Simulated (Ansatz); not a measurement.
What does this script print? It uses Ansatz 0.2.0, Python API.

`run_freq.py`:
```python
"""Vibrations and zero-point energy of CH4BClN2."""

import itertools

import ansatz as az
from ase import Atoms
from ase.data import atomic_numbers, covalent_radii
from ase.thermochemistry import IdealGasThermo
import numpy as np

atoms = Atoms(["N", "C", "N", "B", "Cl", "H", "H", "H", "H"], positions=[
    (1.1194, 0.5694, -0.9325),
    (0.2697, -0.0451, -0.1627),
    (0.5748, -1.3763, 0.2034),
    (-0.9819, 0.616, 0.3744),
    (-1.5548, 2.3197, -0.0848),
    (0.8829, 1.6087, -1.2587),
    (0.0102, -1.9283, 0.8506),
    (1.5243, -1.8051, -0.1387),
    (-1.756, -0.0052, 1.1319),
])
molecule = az.Crystal.molecule_from_ase(atoms)

job = (
    molecule.calculation()
    .basis(gaussian="cc-pVDZ")
    .functional("PBE")
)
symbols = [site.symbol for site in molecule.cartesian_sites]
start = np.array([site.position_ang for site in molecule.cartesian_sites], dtype=float)
summary = job.relax(force_tolerance=0.003).run(threads=1, backend="cpu").report
end = np.array(summary["positions_ang"])

# pairs closer than 1.2 times the sum of covalent radii, before or after
radius = [covalent_radii[atomic_numbers[s]] for s in symbols]
span = lambda where, i, j: np.linalg.norm(where[i] - where[j])
bonded = [(i, j) for i, j in itertools.combinations(range(len(symbols)), 2) if min(span(start, i, j), span(end, i, j)) < 1.2 * (radius[i] + radius[j])]
print("pair        before    after (A)")
for i, j in bonded:
    print(f"{symbols[i]}{i}-{symbols[j]}{j}".ljust(10), f"{span(start, i, j):8.4f} {span(end, i, j):8.4f}")
for first, second in list(itertools.combinations(bonded, 2)):
    shared = set(first) & set(second)
    if shared and symbols[(j := shared.pop())] != "H":
        i, k = sorted((set(first) | set(second)) - {j})
        u, v = end[i] - end[j], end[k] - end[j]
        angle = np.degrees(np.arccos(np.clip(u @ v / np.linalg.norm(u) / np.linalg.norm(v), -1, 1)))
        print(f"final angle {symbols[i]}{i}-{symbols[j]}{j}-{symbols[k]}{k}: {angle:.2f} deg")

# frequencies need a stationary point, so they are taken at the relaxed geometry
minimum = az.Crystal.molecule()
for symbol, place in zip(symbols, end):
    minimum = minimum.atom(symbol, place.tolist())
vibrating = (
    minimum.calculation()
    .basis(gaussian="cc-pVDZ")
    .functional("PBE")
    .phonons(temperatures=(298.15, 498.15, 100))
)
vib = vibrating.run(threads=1, backend="cpu").report["vibrations"]
sums = vib["harmonic_sums"]
modes = [m["omega_inv_cm"] for m in sums["modes_at_gamma"] if m["rigid_motion"] == "no"]
for number, w in enumerate(modes, start=1):
    print(f"mode {number:2d} {w:9.1f} 1/cm {w / 8065.544 * 1000:8.2f} meV")
print("imaginary modes:", sum(w < 0 for w in modes), " zero-point energy:", round(sums["zero_point_energy_ev"], 4), "eV")
# rigid rotor and ideal gas, symmetry number taken as one
gas = IdealGasThermo(vib_energies=[w / 8065.544 for w in modes if w > 0], geometry="linear" if len(modes) == 3 * len(symbols) - 5 else "nonlinear",
                     atoms=Atoms(symbols, positions=end), symmetrynumber=1, spin=0.0)
print(f"H(298 K) - E = {gas.get_enthalpy(298.15, verbose=False):.4f} eV")
print(f"S(298 K, 1 bar) = {96485.33 * gas.get_entropy(298.15, 1e5, verbose=False):.1f} J/(mol K) with symmetry number 1")
```

```console
$ python run_freq.py
pair        before    after (A)
N0-C1        1.3008   1.3052
N0-H5        1.1147   1.0364
C1-N2        1.4139   1.3877
C1-B3        1.5139   1.5773
N2-H6        1.0210   1.0205
N2-H7        1.0966   1.0251
B3-Cl4       1.8552   1.7619
B3-H8        1.2486   1.2134
final angle C1-N0-H5: 108.02 deg
final angle N0-C1-N2: 119.32 deg
final angle N0-C1-B3: 125.77 deg
final angle N2-C1-B3: 114.90 deg
final angle C1-N2-H6: 117.52 deg
final angle C1-N2-H7: 115.34 deg
final angle C1-B3-Cl4: 120.02 deg
final angle C1-B3-H8: 123.44 deg
final angle H6-N2-H7: 115.20 deg
final angle Cl4-B3-H8: 116.52 deg
mode  1      65.1 1/cm     8.07 meV
mode  2     193.1 1/cm    23.94 meV
mode  3     329.6 1/cm    40.86 meV
mode  4     351.4 1/cm    43.57 meV
mode  5     418.1 1/cm    51.84 meV
mode  6     532.2 1/cm    65.98 meV
mode  7     577.1 1/cm    71.55 meV
mode  8     761.4 1/cm    94.41 meV
mode  9     798.0 1/cm    98.94 meV
mode 10     836.7 1/cm   103.74 meV
mode 11     887.3 1/cm   110.01 meV
mode 12    1059.5 1/cm   131.37 meV
mode 13    1098.2 1/cm   136.16 meV
mode 14    1150.7 1/cm   142.67 meV
mode 15    1391.3 1/cm   172.50 meV
mode 16    1535.0 1/cm   190.31 meV
mode 17    1593.0 1/cm   197.51 meV
mode 18    2576.3 1/cm   319.42 meV
mode 19    3344.4 1/cm   414.66 meV
mode 20    3443.9 1/cm   426.99 meV
mode 21    3585.7 1/cm   444.58 meV
imaginary modes: 0  zero-point energy: 1.6445 eV
H(298 K) - E = 1.8336 eV
S(298 K, 1 bar) = 325.7 J/(mol K) with symmetry number 1
```

The frequencies are harmonic and unscaled, in a modest basis. The result belongs to the one conformer reached from this start, and soft torsions count as harmonic oscillators. The entropy takes a symmetry number of 1; a symmetric molecule's is lower by R ln(sigma). Timing: 2.5 min on 1 thread of Arm Neoverse V1 (shared host), peak memory 0.26 GiB.
